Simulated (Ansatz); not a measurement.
**CH7GaO2Si: ionisation energy by level of theory**

How much energy removes an electron from CH7GaO2Si at fixed geometry? The cation is run at each level and the neutral's energy taken from earlier runs.

The runs use Ansatz 0.2.0, Gaussian basis; unrestricted cation, the program's frozen cores in correlated methods.

Plan: UKS PBE-D4/def2-TZVPP; UKS r2SCAN-D4/def2-TZVPP; UKS PBE0-D4/def2-TZVPP; UKS B3LYP-D4/def2-TZVPP; UKS wB97X-V/def2-TZVPP; UKS wB97M-V/def2-TZVPP; UKS B2PLYP/def2-TZVPP; UHF-CCSD(T)/def2-TZVPP; UHF-MP2/def2-QZVPP; extrapolation to the limit; then −ε(HOMO) from the neutral's earlier runs with LDA (SPW92), PBE-D4, revPBE-D4, BLYP-D4, r2SCAN-D4, B97M-V, PBE0-D4, B3LYP-D4, r2SCANh-D4, r2SCAN0-D4, HSE06-D4, BHLYP-D4, CAM-B3LYP-D4, LC-ωPBE, ωB97X-V, ωB97M-V.

## Step 1: Structure used throughout

An earlier PBE0-D4 in a triple-zeta def2 set relaxation fixed the geometry.

SMILES `CO[SiH](O)[GaH2]`, 12 atoms, charge 0, spin multiplicity 1.

Atoms are counted from 1 here; the program's logs count them from 0.

Bond lengths: C1–O2 1.409 Å, C1–H6 1.091 Å, C1–H7 1.094 Å, C1–H8 1.097 Å, O2–Si3 1.645 Å, Si3–O4 1.655 Å, Si3–Ga5 2.424 Å, Si3–H9 1.489 Å, O4–H10 0.960 Å, Ga5–H11 1.576 Å, Ga5–H12 1.575 Å. Angles: O2–C1–H6 108.4°, O2–C1–H7 111.1°, O2–C1–H8 111.8°, H6–C1–H7 108.7°, H6–C1–H8 108.5°, H7–C1–H8 108.3°, C1–O2–Si3 124.0°, O2–Si3–O4 112.7°, O2–Si3–Ga5 113.9°, O2–Si3–H9 102.3°, O4–Si3–Ga5 102.4°, O4–Si3–H9 110.1°, Ga5–Si3–H9 115.9°, Si3–O4–H10 117.7°, Si3–Ga5–H11 122.5°, Si3–Ga5–H12 120.8°, H11–Ga5–H12 116.6°.

## Step 2: Cation, UKS PBE-D4/def2-TZVPP

Input file in.yaml:

```yaml
crystal:
  periodic: [false, false, false]
  atoms:
    - {symbol: C, position_ang: [-1.429786, 1.255292, 0.050484]}
    - {symbol: O, position_ang: [-0.354373, 0.966718, 0.914713]}
    - {symbol: Si, position_ang: [0.900732, -0.020939, 0.522213]}
    - {symbol: O, position_ang: [1.798238, 0.560065, -0.741060]}
    - {symbol: Ga, position_ang: [0.220319, -2.202688, -0.284771]}
    - {symbol: H, position_ang: [-2.236016, 1.695502, 0.639778]}
    - {symbol: H, position_ang: [-1.131688, 1.968799, -0.724038]}
    - {symbol: H, position_ang: [-1.810751, 0.352123, -0.441233]}
    - {symbol: H, position_ang: [1.711932, -0.014190, 1.770502]}
    - {symbol: H, position_ang: [2.331857, 1.342516, -0.586752]}
    - {symbol: H, position_ang: [-1.109055, -2.427958, -1.101646]}
    - {symbol: H, position_ang: [1.108590, -3.475252, -0.018210]}
basis:
  gaussian: {orbitals: def2-TZVPP}
total_charge: 1
magnetization: {spin_polarized: true, initial_magnetization: 1}
hamiltonian: {xc: pbe, dispersion: d4}
```

Command:

```console
ansatz run in.yaml --threads 2 --pin off --events-out ev --progress --plain --max-ram 32768MiB --backend cuda --devices 0, --max-vram 18GiB
```

The runs that follow: Cation, UKS r2SCAN-D4/def2-TZVPP; Cation, UKS PBE0-D4/def2-TZVPP; Cation, UKS B3LYP-D4/def2-TZVPP; Cation, UKS wB97X-V/def2-TZVPP; Cation, UKS wB97M-V/def2-TZVPP; Cation, UKS B2PLYP (frozen core)/def2-TZVPP; Cation, UHF-CCSD(T)/def2-TZVPP; Cation, UHF-MP2/def2-QZVPP.

Q: Predict the results of all the runs planned. Wanted: ionisation energy, CCSD(T)/CBS; nearest functional by difference; nearest −ε(HOMO); −ε(HOMO) of PBE; T1 of the cation.

As calculated:

```
                        quantity               value
  ionisation energy, CCSD(T)/CBS             9.49 eV
nearest functional by difference  ωB97X-V (-0.18 eV)
                nearest −ε(HOMO)  ωB97X-V (-0.08 eV)
                 −ε(HOMO) of PBE             6.00 eV
                T1 of the cation               0.021
```

In words: Energy differences with functionals land within 0.69 eV of the reference. −ε(HOMO) of PBE misses by 3.5 eV, since self-interaction lifts the level. Among orbital estimates ωB97X-V comes nearest. Hartree-Fock falls 0.74 eV short, as the neutral has more correlation energy than the cation. Correlated methods include outer-core shells of Ga, which these sets cover unevenly. With outer-core shells in play the reference is unsure by up to some tenths of an eV, so close misses can't be ranked.
